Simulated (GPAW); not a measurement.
# GdO (F-43m) in GPAW: a series of runs

One crystal, GdO, is run at these levels: LDA; tasks: band structure, equation of state.

Everything below comes from runs of GPAW 26.7.0. Logs are shortened: lines on timing, memory, paths and dates and some standing lists are left out, and cuts for length are marked. The log counts tension as positive stress, the text compression.

### Step 1. The structure

It takes space group F-43m (No. 216, cubic). Conventional cell: a = 5.400 Å, b = 5.400 Å, c = 5.400 Å, α = 90.00°, β = 90.00°, γ = 90.00°. Gd (site symmetry -43m) is surrounded by 4 O at 2.34 Å. O (site symmetry -43m) has 4 Gd at 2.34 Å as nearest neighbours.

### Step 2. Band structure, LDA, collinear spin, ferromagnetic start

The input, run.py:

```python
from ase import Atoms
from ase.dft.bandgap import bandgap
from ase.io import write
from ase.units import GPa
from gpaw import GPAW, PW

atoms = Atoms(['Gd', 'O'],
              cell=[[0.0, 2.7, 2.7],
                    [2.7, 0.0, 2.7],
                    [2.7, 2.7, 0.0]],
              scaled_positions=[[0.0, 0.0, 0.0],
                                [0.75, 0.75, 0.75]],
              pbc=True)
atoms.set_initial_magnetic_moments([7.0, 0.0])

calc = GPAW(mode=PW(800),
            xc='LDA',
            kpts={'size': (7, 7, 7), 'gamma': True},
            occupations={'name': 'fermi-dirac', 'width': 0.05},
            nbands=25,
            convergence={'density': 1e-05, 'energy': 1e-05},
            maxiter=150,
            txt='gpaw.txt')
atoms.calc = calc
energy = atoms.get_potential_energy()
forces = atoms.get_forces()
stress = atoms.get_stress()
calc.write('gs.gpw')
write('result.traj', atoms)
print(f'Energy: {energy:.6f} eV')
print('Forces (eV/A):')
print(forces.round(4))
print('Stress (GPa):', (stress / GPa).round(3))
print('Moments:', calc.get_magnetic_moments().round(3))
print('Fermi level:', round(calc.get_fermi_level(), 4), 'eV')
print(f'Gap: {bandgap(calc)[0]:.4f} eV, direct: {bandgap(calc, direct=True)[0]:.4f} eV')

path = atoms.cell.bandpath('GXWKGLUWLK,UX', npoints=100, eps=1e-4)
bs_calc = calc.fixed_density(kpts=path, symmetry='off', nbands=37,
                             convergence={'bands': 'CBM+6.0', 'eigenstates': 1e-6}, txt='bands.txt')
bs = bs_calc.band_structure()
bs.write('bs.json')
print(f'Gap on the path: {bandgap(bs_calc)[0]:.4f} eV')
```

Potentials or basis: the program's PAW data sets (release 1.2.1) made for this functional, pw.

Started as:

```bash
$ OMP_NUM_THREADS=1 python run.py
```

gpaw.txt:

```text
__  _  _
 | _ |_)|_||  |
 |__||  | ||/\| - 26.7.0

Input parameters:
  mode=PW(ecut=800.0),
  convergence={'density': 1e-05, 'energy': 1e-05},
  kpts=MonkhorstPack(size=(7, 7, 7), gamma=True),
  maxiter=150,
  nbands=25,
  occupations=Occupations(name='fermi-dirac', width=0.05),
  xc=XC(name='LDA')

Diagonalizing LCAO Hamiltonian
Converting LCAO to pw mode

                    O

       Gd

Atoms  # Å, Bohr magnetons
|   | symbol |        x |        y |        z |    initial magnetic moments |
|---|--------|----------|----------|----------|-----------------------------|
| 0 |     Gd | 0.000000 | 0.000000 | 0.000000 | ( 0.0000,  0.0000,  7.0000) |
| 1 |      O | 4.050000 | 4.050000 | 4.050000 | ( 0.0000,  0.0000,  0.0000) |

Unit cell  # Å
| periodic |        x |        y |        z |  lengths |    angles |
|----------|----------|----------|----------|----------|-----------|
|      yes | 0.000000 | 2.700000 | 2.700000 | 3.818377 | 60.000000 |
|      yes | 2.700000 | 0.000000 | 2.700000 | 3.818377 | 60.000000 |
|      yes | 2.700000 | 2.700000 | 0.000000 | 3.818377 | 60.000000 |

Number of symmetries: 24
Symmetry operations  # r_c * U_cc + t_c -> r_c
|    | kind |            matrix            |
|----|------|------------------------------|
|  0 |  E   |  1, 0, 0,  0, 1, 0,  0, 0, 1 |
|  1 |  σ   |  1, 0, 0,  0, 0, 1,  0, 1, 0 |
|  2 |  σ   |  1, 0,-1,  0, 1,-1,  0, 0,-1 |
|  3 |  C3  |  1, 0,-1,  0, 0,-1,  0, 1,-1 |
|  4 |  C3  |  1,-1, 0,  0,-1, 1,  0,-1, 0 |
|  5 |  σ   |  1,-1, 0,  0,-1, 0,  0,-1, 1 |
|  6 |  σ   |  0, 1, 0,  1, 0, 0,  0, 0, 1 |
|  7 |  C3  |  0, 1, 0,  0, 0, 1,  1, 0, 0 |
|  8 |  C2  |  0, 1,-1,  1, 0,-1,  0, 0,-1 |
|  9 |  S4  |  0, 1,-1,  0, 0,-1,  1, 0,-1 |
| 10 |  C3  |  0, 0, 1,  1, 0, 0,  0, 1, 0 |
| 11 |  σ   |  0, 0, 1,  0, 1, 0,  1, 0, 0 |
| 12 |  S4  |  0, 0,-1,  1, 0,-1,  0, 1,-1 |
| 13 |  C3  |  0, 0,-1,  0, 1,-1,  1, 0,-1 |
| 14 |  S4  |  0,-1, 1,  1,-1, 0,  0,-1, 0 |
| 15 |  C2  |  0,-1, 1,  0,-1, 0,  1,-1, 0 |
| 16 |  C3  |  0,-1, 0,  1,-1, 0,  0,-1, 1 |
| 17 |  S4  |  0,-1, 0,  0,-1, 1,  1,-1, 0 |
| 18 |  S4  | -1, 1, 0, -1, 0, 1, -1, 0, 0 |
| 19 |  C3  | -1, 1, 0, -1, 0, 0, -1, 0, 1 |
| 20 |  C3  | -1, 0, 1, -1, 1, 0, -1, 0, 0 |
| 21 |  S4  | -1, 0, 1, -1, 0, 0, -1, 1, 0 |
| 22 |  σ   | -1, 0, 0, -1, 1, 0, -1, 0, 1 |
| 23 |  C2  | -1, 0, 0, -1, 0, 1, -1, 1, 0 |

BZ-sampling:
  Number of BZ points: 343
  Number of IBZ points: 20

  Monkhorst-Pack size: [7, 7, 7]
  Monkhorst-Pack shift: [0, 0, 0]

K-points  # in reciprocal-cell coordinates
|     |                                coordinates |     weight |
|-----|--------------------------------------------|------------|
|   0 | (  0.00000000,   0.00000000,   0.00000000) | 0.00291545 |
|   1 | (  0.14285714,   0.14285714,   0.00000000) | 0.01749271 |
|   2 | (  0.14285714,   0.14285714,   0.14285714) | 0.02332362 |
|   3 | (  0.28571429,   0.14285714,   0.14285714) | 0.03498542 |
|   4 | (  0.28571429,   0.28571429,   0.00000000) | 0.01749271 |
|   5 | (  0.28571429,   0.28571429,   0.14285714) | 0.06997085 |
|   6 | (  0.28571429,   0.28571429,   0.28571429) | 0.02332362 |
|   7 | (  0.42857143,  -0.28571429,  -0.28571429) | 0.03498542 |
|   8 | (  0.42857143,   0.28571429,  -0.42857143) | 0.13994169 |
|   9 | (  0.42857143,   0.28571429,  -0.28571429) | 0.06997085 |
| ... |                                            |            |
|  19 | (  0.42857143,   0.42857143,   0.42857143) | 0.02332362 |

Plane wave coefficients: 2085
Cutoff: 800.0 eV

Spin-components: 2 (collinear spins)
Bands:           25
Projectors:      13
Spin-degeneracy: 1
Datatype:        complex128

Parallelization:
  kpt:    1
  domain: 1
  band:   1

Density:
  Valence electrons: 24.0
  Components: 2
  Grid points: [25 25 25]
  Charge: 0.0  # |e|

Potential:
  Grid points: [25 25 25]

species:
  Gd:
    name:    Gadolinium
    Z:       64.0
    valence: 18
    core:    46
    charge:  0.0  # [|e|]
    compensation charges:
      type: gauss
      rc: 0.35  # [Å]
      lmax: 2
    cutoffs:
      filter: 1.17  # [Å]
      core: 1.83  # [Å]
    projectors
    | kind |    occ | energy [eV] | rcut [Å] |
    |------|--------|-------------|----------|
    |   5s |  2.000 |     -49.872 |    1.164 |
    |   6s |  2.000 |      -4.269 |    1.164 |
    |   5p |  6.000 |     -27.365 |    1.164 |
    |   6p |  0.000 |      -1.392 |    1.164 |
    |   5d |  1.000 |      -2.689 |    1.164 |
    |   4f |  7.000 |      -8.895 |    1.164 |
    |    d |        |      24.522 |    1.164 |
    |    f |        |      18.316 |    1.164 |

    Using partial waves for Gd as LCAO basis

  O:
    name:    Oxygen
    Z:       8.0
    valence: 6
    core:    2
    charge:  0.0  # [|e|]
    compensation charges:
      type: gauss
      rc: 0.21  # [Å]
      lmax: 2
    cutoffs:
      filter: 1.17  # [Å]
      core: 0.83  # [Å]
    projectors
    | kind |    occ | energy [eV] | rcut [Å] |
    |------|--------|-------------|----------|
    |   2s |  2.000 |     -23.752 |    0.688 |
    |   2p |  4.000 |      -9.195 |    0.598 |
    |    s |        |       3.459 |    0.688 |
    |    p |        |      18.016 |    0.598 |
    |    d |        |       0.000 |    0.619 |

    Using partial waves for O as LCAO basis

Reference energy: -308523.928132  # eV

eigensolver:
  PPCG
  Converge bands: occupied
  niter=2

density mixing:
  MSR1-Mixer
  Pratt-step length: 0.05
  Maximum mixing coefficient: 0.75
  Old densities: 10
  SVD Regularization: 0.005
  Good broyden scale: 1.0
  Trust region scale: 1.0
  Backstep threshold: 4.0
  History deletion threshold: 6.0
  Fourier metric: weight=20.0, sigma=0.015

occupation numbers:
  Fermi-Dirac:
    width: 0.0500  # eV

poisson solver:
  ecut: 6400.0  # eV

xc functional:
  name: None

convergence criteria:
- Maximum integral of absolute [dens]ity change: 1e-05 electrons / valence electron
- Maximum [total energy] change in last 3 cyles: 1e-05 eV / valence electron
- Maximum integral of absolute [eigenst]ate change: 4e-08 eV^2 / valence electron
maximum number of iterations: 150

SCF iterations
|iter     | |      energy | eigst |  dens |  magmom |
|---------|-|-------------|-------|-------|---------|
|iter:   1| |  -37.352542 | +0.21 |       |  +6.9977|
|iter:   2| |  -28.083829 | -0.68 | -0.39 |  +6.8661|
|iter:   3| |  -26.776279 | -1.58 | -0.94 |  +6.9102|
|iter:   4| |  -25.392125 | -1.15 | -1.00 |  +7.0423|
|iter:   5| |  -25.384179 | -2.38 | -1.24 |  +7.0819|
|iter:   6| |  -25.371765 | -2.31 | -1.28 |  +6.9943|
|iter:   7| |  -25.321505 | -2.58 | -1.37 |  +6.9996|
|iter:   8| |  -25.323201 | -3.47 | -1.67 |  +6.9780|
|iter:   9| |  -25.323764 | -5.17 | -1.86 |  +6.9832|
|iter:  10| |  -25.325682 | -3.86 | -1.91 |  +7.0133|
|iter:  11| |  -25.327489 | -4.87 | -2.16 |  +7.0570|
|iter:  12| |  -25.329138 | -4.80 | -2.22 |  +7.1208|
|iter:  13| |  -25.331232 | -5.11 | -2.35 |  +7.1751|
|iter:  14| |  -25.332468 | -4.44 | -2.37 |  +7.2488|
|iter:  15| |  -25.332774 | -5.54 | -2.91 |  +7.2667|
|iter:  16| |  -25.333117 | -5.75 | -3.22 |  +7.2889|
|iter:  17| |  -25.333135 | -7.35 | -4.28 |  +7.2900|
|iter:  18| |  -25.333139c| -8.47c| -4.87 |  +7.2902|
|iter:  19| |  -25.333139c| -8.74c| -5.49c|  +7.2902|

Converged in 19 steps
Energy contributions relative to reference atoms: (reference = -308523.928132)

Energy contributions:
  Kinetic:          51.185460
  Coulomb:         -48.084729
  Zero:             -0.548301
  External:          0.000000
  Xc:              -27.873934
  Entropy:          -0.023270
  Spinorbit:         0.000000
  ----------------------------
  Free energy:     -25.344774
  Extrapolated:    -25.333139

dipole moment: (-29.313646, -29.313646, -29.313646)  # |e|*Ang

Total magnetic moment: (0.000000, 0.000000, 7.290188)

Local magnetic moments
|        x |        y |         z |
|----------|----------|-----------|
| 0.000000 | 0.000000 |  6.822446 |  # Gd   0
| 0.000000 | 0.000000 | -0.029270 |  # O    1

Fermi level: 8.846
Eigenvalues  # (at kpt = [0.000, 0.000, 0.000])
| band index |      eig [eV] | occ [0-1] |      eig [eV] | occ [0-1] |
|------------|---------------|-----------|---------------|-----------|
|          0 |       -36.481 |     1.000 |       -33.540 |     1.000 |
|        ... |               |           |               |           |
|          5 |         2.880 |     1.000 |         3.164 |     1.000 |
|          6 |         2.880 |     1.000 |         3.164 |     1.000 |
|          7 |         2.880 |     1.000 |         3.164 |     1.000 |
|          8 |         4.420 |     1.000 |         7.049 |     1.000 |
|          9 |         4.522 |     1.000 |         9.312 |     0.000 |
|         10 |         4.522 |     1.000 |         9.312 |     0.000 |
|         11 |         4.522 |     1.000 |         9.312 |     0.000 |
|         12 |         4.596 |     1.000 |         9.439 |     0.000 |
|         13 |         4.596 |     1.000 |         9.439 |     0.000 |
|         14 |         4.596 |     1.000 |         9.439 |     0.000 |
|         15 |         6.870 |     1.000 |         9.812 |     0.000 |
|         16 |        11.339 |     0.000 |        12.385 |     0.000 |
|         17 |        11.339 |     0.000 |        12.385 |     0.000 |
|         18 |        13.417 |     0.000 |        14.416 |     0.000 |
|         19 |        13.417 |     0.000 |        14.416 |     0.000 |
|        ... |               |           |               |           |
|         24 |        20.285 |     0.000 |        20.995 |     0.000 |

No gap
No difference between direct/indirect transitions

Forces  # eV/Ang
|        x |       y |        z |
|----------|---------|----------|
| -0.00000 | 0.00000 |  0.00000 |  # Gd   0
| -0.00000 | 0.00000 | -0.00000 |  # O    1

Stress tensor  # eV/Ang^3
|         x |         y |         z |
|-----------|-----------|-----------|
|  0.047071 |  0.000000 | -0.000000 |
|  0.000000 |  0.047071 | -0.000000 |
| -0.000000 | -0.000000 |  0.047071 |

# Writing to gs.gpw (mode='')
```

Wall time 5.3 min (1 thread of Intel Xeon at 2.50GHz (Skylake/Cascade Lake), shared host); peak memory 0.57 GiB.

Results:

| Property | Result |
| --- | --- |
| Free energy | -25.3448 eV |
| Pressure | -7.5 GPa |
| Band gap along the path | none (metal or under the smearing width) |
| Net moment | 7.29 μB per cell |
| Site moments | Gd +6.82; O -0.03 μB |

Levels at the corners of the path, in eV from the Fermi level:
Spin up:
| point | band 12 | band 13 | band 14 | band 15 | band 16 | band 17 | band 18 | band 19 | band 20 | band 21 |
| --- | --- | --- | --- | --- | --- | --- | --- | --- | --- | --- |
| Γ | -4.32 | -4.25 | -4.25 | -4.25 | -1.98 | 2.49 | 2.49 | 4.57 | 4.57 | 4.57 |
| X | -4.37 | -4.17 | -3.93 | -3.93 | -0.64 | 0.97 | 4.09 | 4.69 | 4.69 | 7.30 |
| W | -4.35 | -4.35 | -3.93 | -3.83 | -0.66 | 0.69 | 3.26 | 4.36 | 5.65 | 7.92 |
| K | -4.36 | -4.31 | -3.99 | -3.83 | -0.69 | 1.13 | 2.81 | 4.92 | 5.18 | 6.92 |
| Γ | -4.32 | -4.25 | -4.25 | -4.25 | -1.98 | 2.49 | 2.49 | 4.57 | 4.57 | 4.57 |
| L | -4.32 | -4.18 | -4.18 | -4.17 | 0.42 | 2.40 | 2.40 | 3.01 | 4.64 | 4.64 |
| U | -4.36 | -4.31 | -3.99 | -3.83 | -0.69 | 1.13 | 2.81 | 4.92 | 5.18 | 6.92 |
| W | -4.35 | -4.35 | -3.93 | -3.83 | -0.66 | 0.69 | 3.26 | 4.36 | 5.65 | 7.92 |
| L | -4.32 | -4.18 | -4.18 | -4.17 | 0.42 | 2.40 | 2.40 | 3.01 | 4.64 | 4.64 |
| K | -4.36 | -4.31 | -3.99 | -3.83 | -0.69 | 1.13 | 2.81 | 4.92 | 5.18 | 6.92 |
| U | -4.36 | -4.31 | -3.99 | -3.83 | -0.69 | 1.13 | 2.81 | 4.92 | 5.18 | 6.92 |
| X | -4.37 | -4.17 | -3.93 | -3.93 | -0.64 | 0.97 | 4.09 | 4.69 | 4.69 | 7.30 |
Spin down:
```tsv
point	band 6	band 7	band 8	band 9	band 10	band 11
Γ	-5.68	-5.68	-5.68	-1.80	0.47	0.47
X	-6.24	-4.58	-4.58	0.12	0.31	0.40
W	-5.46	-5.31	-4.58	0.17	0.33	0.39
K	-5.81	-4.79	-4.79	0.13	0.32	0.40
Γ	-5.68	-5.68	-5.68	-1.80	0.47	0.47
L	-5.28	-5.28	-5.28	0.04	0.35	0.42
U	-5.81	-4.79	-4.79	0.13	0.32	0.40
W	-5.46	-5.31	-4.58	0.17	0.33	0.39
L	-5.28	-5.28	-5.28	0.04	0.35	0.42
K	-5.81	-4.79	-4.79	0.13	0.32	0.40
U	-5.81	-4.79	-4.79	0.13	0.32	0.40
X	-6.24	-4.58	-4.58	0.12	0.31	0.40
```

Caveat: one-centre terms of the f shell are cut off; spin-orbit coupling is left out, which moves the levels of the heavy elements; a cell with one magnetic atom can't hold antiferromagnetic order, which such compounds often take; without U or exact exchange the open f shell lies at the Fermi level, which spoils levels, moments and volumes. The state reached can hang on the start; a lower one may exist.

### Step 3. Equation of state, LDA, collinear spin, ferromagnetic start

The input, run.py:

```python
from ase import Atoms
from ase.eos import EquationOfState
from ase.io import Trajectory
from ase.units import GPa
from gpaw import GPAW, PW

atoms = Atoms(['Gd', 'O'],
              cell=[[0.0, 2.7, 2.7],
                    [2.7, 0.0, 2.7],
                    [2.7, 2.7, 0.0]],
              scaled_positions=[[0.0, 0.0, 0.0],
                                [0.75, 0.75, 0.75]],
              pbc=True)
atoms.set_initial_magnetic_moments([7.0, 0.0])

traj = Trajectory('eos.traj', 'w')
volumes, energies = [], []
for x in [0.94, 0.96, 0.98, 1.0, 1.02, 1.04, 1.06]:
    a = atoms.copy()
    a.set_cell(atoms.cell * x**(1 / 3), scale_atoms=True)
    calc = GPAW(mode=PW(800),
                xc='LDA',
                kpts={'size': (7, 7, 7), 'gamma': True},
                occupations={'name': 'fermi-dirac', 'width': 0.05},
                nbands=25,
                convergence={'density': 1e-05, 'energy': 1e-05},
                maxiter=150,
                txt=f'eos-{x:.2f}.txt')
    a.calc = calc
    energies.append(a.get_potential_energy(force_consistent=True))
    volumes.append(a.get_volume())
    p = -a.get_stress()[:3].mean() / GPa
    calc.write(f'eos-{x:.2f}.gpw')
    traj.write(a)
    print(f'{x:.2f} {volumes[-1]:10.4f} A^3 {energies[-1]:14.6f} eV {p:9.3f} GPa', flush=True)

v0, e0, B = EquationOfState(volumes, energies, eos='birchmurnaghan').fit()
print(f'V0 = {v0:.4f} A^3, E0 = {e0:.6f} eV, B0 = {B / GPa:.2f} GPa')
```

Potentials or basis: the program's PAW data sets (release 1.2.1) made for this functional, pw.

Started as:

```bash
$ OMP_NUM_THREADS=1 python run.py
```

It took 18 min on 1 thread of Intel Xeon at 2.50GHz (Skylake/Cascade Lake), shared host; peak memory 0.46 GiB.

The run converged. Its results:

- Equilibrium volume: 18.13 Å³/atom (rough: see the caveat)
- Bulk modulus: 105 GPa (rough)

Energy against volume, from the lowest point:
| volume (Å³/atom) | energy (meV/atom) |
| --- | --- |
| 18.502 | 0.00 |
| 18.896 | 7.51 |
| 19.289 | 19.61 |
| 19.683 | 35.88 |
| 20.077 | 55.84 |
| 20.470 | 79.24 |
| 20.864 | 105.66 |

Caveat: one-centre terms of the f shell are cut off; the minimum lies outside the volumes run; spin-orbit coupling is left out, which moves the levels of the heavy elements; without U or exact exchange the open f shell lies at the Fermi level, which spoils levels, moments and volumes.
